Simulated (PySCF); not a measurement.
# C4H11Bi (BiH2(tBu)): the cost of one run

Programs: PySCF 2.14.0, with routines of our own; each step states its level. All values are computed. Atoms count from 0.

## (1) The starting structure

16 atoms, charge 0, multiplicity 1; geometry from: GFN2-xTB.

## (2) Optimising the geometry at PBE0-D3(BJ)/def2-SVP

The job: settings as JSON, then the geometry in Å.

```
{"job": {"xc": "PBE0", "basis": "def2-SVP", "d3": "d3bj", "grid": 1, "maxiter": 30, "shake": 0.03, "kind": "geom"}, "charge": 0, "multiplicity": 1}
Bi     1.018110     1.580500     1.323630
H      2.375410     1.616730     0.257210
H      0.196810     2.889100     0.219250
C      0.057950    -0.056310     0.115760
C     -1.489270    -0.228810     0.578180
C      0.722010    -1.331050     0.400670
C      0.009640     0.237040    -1.361860
H     -1.932680    -1.007830     0.066780
H     -1.522730    -0.412070     1.734160
H     -2.052000     0.697260     0.458050
H      0.711850    -1.586350     1.498480
H      1.782000    -1.250110     0.092720
H      0.195410    -2.157310    -0.146820
H      0.951960     0.382700    -1.689450
H     -0.583250     1.123230    -1.574810
H     -0.475570    -0.530660    -1.905510
```

Run with:

```console
OMP_NUM_THREADS=1 python heavy_run.py task.json out
```

The driver reads the jobs from task.json and runs them one after another.

**Question.** How long does this first job take on 1 thread of Arm Neoverse V2, shared host, and how much memory does it need?

About 49 s, with a peak of 0.55 GiB.
